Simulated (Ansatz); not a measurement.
# Al2H2F4: a ladder of functionals and wavefunction methods

An exercise on one series of results from a longer session: the logs are not shown, and one member is left open.

Computed with Ansatz 0.2.0, Gaussian basis. Level: functionals in def2-TZVPP, the program's frozen cores in correlated methods.

Plan: LDA (SPW92), PBE-D4, revPBE-D4, BLYP-D4, r2SCAN-D4, B97M-V, PBE0-D4, B3LYP-D4, r2SCANh-D4, r2SCAN0-D4, HSE06-D4, BHLYP-D4, CAM-B3LYP-D4, LC-ωPBE, ωB97X-V, ωB97M-V, B2PLYP, PBE-QIDH; CCSD(T)/def2-SVP; CCSD(T)/def2-TZVPP; MP2/def2-QZVPP; extrapolation to the limit; RPA on PBE.

**Structure used throughout**

An earlier PBE0-D4 in a triple-zeta def2 set relaxation fixed the geometry.

SMILES `[F][Al@H-]1[F+][Al@@H-]([F])[F+]1`, 8 atoms, charge 0, spin multiplicity 1.

Atoms are counted from 1 here; the program's logs count them from 0.

Bond lengths: F1–Al2 1.639 Å, Al2–F3 1.815 Å, Al2–F6 1.815 Å, Al2–H7 1.557 Å, F3–Al4 1.815 Å, Al4–F5 1.639 Å, Al4–F6 1.815 Å, Al4–H8 1.557 Å. Angles: F1–Al2–F3 109.1°, F1–Al2–F6 109.1°, F1–Al2–H7 124.4°, F3–Al2–F6 80.4°, F3–Al2–H7 112.7°, F6–Al2–H7 112.7°, Al2–F3–Al4 99.6°, F3–Al4–F5 109.1°, F3–Al4–F6 80.4°, F3–Al4–H8 112.7°, F5–Al4–F6 109.1°, F5–Al4–H8 124.4°, F6–Al4–H8 112.7°, Al2–F6–Al4 99.6°.

The first run:

File in.yaml:

```yaml
crystal:
  periodic: [false, false, false]
  atoms:
    - {symbol: F, position_ang: [2.036141, -1.415504, 0.527350]}
    - {symbol: Al, position_ang: [1.268076, 0.031539, 0.559959]}
    - {symbol: F, position_ang: [0.451620, 0.305375, -1.037440]}
    - {symbol: Al, position_ang: [-1.274195, 0.035529, -0.545625]}
    - {symbol: F, position_ang: [-1.777852, -1.409585, -1.131190]}
    - {symbol: F, position_ang: [-0.458976, -0.225101, 1.054585]}
    - {symbol: H, position_ang: [1.875760, 1.335757, 1.155183]}
    - {symbol: H, position_ang: [-2.120584, 1.341980, -0.582813]}
basis:
  gaussian: {orbitals: def2-TZVPP}
hamiltonian: {xc: lda}
output: {orbitals: {seedname: orbitals}}
```

On the command line:

```console
> ansatz run in.yaml --threads 4 --pin off --events-out ev --progress --plain --max-ram 10444MiB
```

Steps of the session up to this table: LDA; PBE-D4 (GGA); revPBE-D4 (GGA); BLYP-D4 (GGA); r2SCAN-D4 (meta-GGA); B97M-V (meta-GGA); PBE0-D4 (hybrid); B3LYP-D4 (hybrid); r2SCANh-D4 (hybrid); r2SCAN0-D4 (hybrid); HSE06-D4 (hybrid); BHLYP-D4 (hybrid); CAM-B3LYP-D4 (range-separated); LC-ωPBE (range-separated); ωB97X-V (range-separated); ωB97M-V (range-separated); B2PLYP (double hybrid); PBE-QIDH (double hybrid).

One table of the session follows, with a row left open; its other results are not shown here.

```
  functional  HOMO (eV)  gap (eV)
 LDA (SPW92)      -8.59      7.24
      PBE-D4          ?         ?
   revPBE-D4      -8.44      7.49
     BLYP-D4      -8.42      7.41
   r2SCAN-D4      -8.85      8.27
      B97M-V      -8.91      7.98
     PBE0-D4      -9.94      9.66
    B3LYP-D4      -9.74      9.19
  r2SCANh-D4      -9.38      9.05
  r2SCAN0-D4     -10.18     10.20
    HSE06-D4      -9.53      8.89
    BHLYP-D4     -11.33     11.73
CAM-B3LYP-D4     -11.44     11.99
     LC-ωPBE     -12.84     14.61
     ωB97X-V     -12.46     14.08
     ωB97M-V     -12.23     13.46
```

Q: Estimate the row for PBE-D4 from the others.

**Answer.** HOMO (eV): -8.49; gap (eV): 7.42. In the column «HOMO (eV)» it lies between LDA (SPW92) (-8.59) and revPBE-D4 (-8.44).
